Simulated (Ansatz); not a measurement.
# Ti2B3: the cost of one run

Program: Ansatz 0.2.0. Level of theory: DFT PBE, scalar-relativistic, plane waves, PAW. These are calculated values, not measurements.

### 1 The starting structure

Symmetry: P-6m2, No. 187, hexagonal system. Conventional cell: a = 3.577 Å, b = 3.577 Å, c = 4.393 Å, α = 90.00°, β = 90.00°, γ = 120.00°. Ti (site symmetry -6m2) has 8 B at 2.20 to 2.33 Å as nearest neighbours. Ti (site symmetry -6m2) is surrounded by 9 B at 2.07 to 2.35 Å. B (site symmetry 3m) has 5 B at 2.16 to 2.35 Å and 6 Ti at 2.33 to 2.35 Å as nearest neighbours. Around B (site symmetry -6m2) lie 5 Ti at 2.07 to 2.20 Å.

As a file:

```cif
data_structure
_symmetry_space_group_name_H-M 'P 1'
_symmetry_Int_Tables_number 1
_cell_length_a 3.5771
_cell_length_b 3.5771
_cell_length_c 4.3925
_cell_angle_alpha 90.000
_cell_angle_beta 90.000
_cell_angle_gamma 120.000
_cell_volume 48.67
loop_
_atom_site_label
_atom_site_type_symbol
_atom_site_fract_x
_atom_site_fract_y
_atom_site_fract_z
_atom_site_occupancy
Ti1 Ti 0.66667 0.33333 0.50000 1
Ti2 Ti 0.33333 0.66667 0.00000 1
B1 B 0.00000 0.00000 0.74540 1
B2 B 0.00000 0.00000 0.25460 1
B3 B 0.66667 0.33333 0.00000 1
```

The cell is invented: species swapped into a database cell of Fe3Ge2 (P-6m2, No. 187), with B on the Fe sites and Ti on the Ge sites. Its size is a rough estimate.

### 2 Probe: one point on a coarse mesh

File input.yaml:

```yaml
crystal:
  lattice:
    - [3.57708795, 0.0, 0.0]
    - [-1.78854397, 3.09784903, 0.0]
    - [0.0, 0.0, 4.39253438]
  atoms:
    - { symbol: Ti, position: [0.66666667, 0.33333333, 0.5] }
    - { symbol: Ti, position: [0.33333333, 0.66666667, 0.0] }
    - { symbol: B, position: [0.0, 0.0, 0.74540001] }
    - { symbol: B, position: [0.0, 0.0, 0.25459999] }
    - { symbol: B, position: [0.66666667, 0.33333333, 0.0] }
basis:
  ecutwfc: 420
kpoints:
  mp_grid: { grid: [6, 6, 4] }
hamiltonian:
  xc: pbe
scf:
  occupations: { method: gaussian, width: 0.1 }
  lower_state_search: "off"
output:
  forces: true
  stress: true
  eigenvalues: true
```

The run is started by

```console
$ ansatz run input.yaml --threads 1 --pin off --max-ram 2560MiB --backend cpu --events-out ev --progress --plain --runs-dir out
```

What time and memory should one allow on 1 thread of Intel Xeon at 2.50GHz (Skylake/Cascade Lake), shared host?

About 4.7 s, with a peak of 0.34 GiB.
